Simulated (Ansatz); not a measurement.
**AlHCl2 + NH3: a complex and its separated parts**

The complex below is one end of an elementary step. How strongly is it bound against its free parts?

Program: Ansatz 0.2.0, Gaussian basis. Level of theory: PBE0-D4/def2-TZVP structures, single points in def2-TZVPP, no counterpoise correction. These are calculated values, not measurements.

Levels: SPW92, PBE-D4, BLYP-D4, r2SCAN-D4, B97M-V, PBE0-D4, B3LYP-D4, r2SCAN0-D4, BHLYP-D4, CAM-B3LYP-D4, wB97X-V, wB97M-V, B2PLYP, PBE-QIDH, RPA on PBE, Hartree-Fock, MP2, CCSD, CCSD(T).

Correlated methods freeze the cores. B3LYP uses VWN-RPA correlation. B2PLYP carries no dispersion term here.

94 further runs of the same task are left out: 94 set aside as unsound or not needed.

### Step 1. The starting structure

The complex: 8 atoms, charge 0, spin multiplicity 1.

Atoms are counted from 1 here; the program's logs count them from 0.

Bond lengths: Al1–H2 1.577 Å, Al1–Cl3 2.132 Å, Al1–Cl4 2.132 Å, Al1–N6 2.027 Å, H5–N6 1.015 Å, N6–H7 1.016 Å, N6–H8 1.016 Å. Angles: H2–Al1–Cl3 117.3°, H2–Al1–Cl4 117.3°, H2–Al1–N6 104.9°, Cl3–Al1–Cl4 114.9°, Cl3–Al1–N6 98.9°, Cl4–Al1–N6 98.9°, Al1–N6–H5 113.1°, Al1–N6–H7 109.3°, Al1–N6–H8 109.3°, H5–N6–H7 108.4°, H5–N6–H8 108.4°, H7–N6–H8 108.3°.

Coordinates:

```
atom     x (Å)     y (Å)     z (Å)
 Al1  -0.76027   0.26513   0.62327
  H2  -0.73039   1.82160   0.87711
 Cl3  -2.33468  -0.49613  -0.59549
 Cl4  -0.18586  -0.99981   2.23994
  H5   1.31558   0.75153  -0.86381
  N6   0.79986  -0.08894  -0.62196
  H7   0.45514  -0.51135  -1.47971
  H8   1.44071  -0.74194  -0.17936
```

Its parts: AlHCl2 holds atoms 1, 2, 3, 4; NH3 holds atoms 5, 6, 7, 8. Each part counts its atoms afresh in its own runs.

### Step 2. Relaxing AlHCl2 alone

Input file relax-a/in.yaml:

```yaml
crystal:
  periodic: [false, false, false]
  atoms:
    - {symbol: Al, position_ang: [-0.760272, 0.265134, 0.623272]}
    - {symbol: H, position_ang: [-0.730389, 1.821602, 0.877112]}
    - {symbol: Cl, position_ang: [-2.334677, -0.496134, -0.595485]}
    - {symbol: Cl, position_ang: [-0.185859, -0.999811, 2.239939]}
basis:
  gaussian: {orbitals: def2-TZVP}
hamiltonian: {xc: pbe0, dispersion: d4}
relax: {f_tol: 0.005, max_steps: 200}
```

Command:

```console
$ ansatz run in.yaml --threads 4 --pin off --events-out ev --progress --plain --max-ram 9574MiB
```

The runs that follow: Relaxing NH3 alone; SPW92/def2-TZVPP; PBE-D4/def2-TZVPP; BLYP-D4/def2-TZVPP; r2SCAN-D4/def2-TZVPP; B97M-V/def2-TZVPP; PBE0-D4/def2-TZVPP; B3LYP-D4/def2-TZVPP; r2SCAN0-D4/def2-TZVPP; BHLYP-D4/def2-TZVPP; CAM-B3LYP-D4/def2-TZVPP; wB97X-V/def2-TZVPP; wB97M-V/def2-TZVPP; B2PLYP/def2-TZVPP; PBE-QIDH/def2-TZVPP; RPA on PBE/def2-TZVPP; CCSD(T)/def2-TZVPP; Vibrations of AlHCl2; Vibrations of NH3.

Q: Predict the outcome of this session. Wanted: complex less parts, CCSD(T)/def2-TZVPP; with zero-point energy; largest T1 diagnostic.

**Answer**, as computed:

| quantity | value |
| --- | --- |
| complex less parts, CCSD(T)/def2-TZVPP | -34.8 kcal/mol |
| with zero-point energy | -31.8 kcal/mol |
| largest T1 diagnostic | 0.008 |

**Reading.** At CCSD(T) the complex lies 34.8 kcal/mol below its parts. B97M-V is the best functional here (-0.3 kcal/mol from CCSD(T)); SPW92 is the worst (-5.3 kcal/mol). Mean unsigned error by rung: LDA 5.3, GGA 1.4, meta-GGA 0.8, hybrid 1.5, range-separated hybrid 0.8, double hybrid 1.7 kcal/mol. PBE-D4 gives a relative energy 0.4 kcal/mol too high, inside chemical accuracy (1 kcal/mol). The complex's frequency run has imaginary modes: the structure is no minimum, so both the energy and the zero-point correction are in doubt. No counterpoise was applied, and triple zeta lacks some correlation, so the CCSD(T) reference has a basis error of its own, and close matches with it are partly luck.
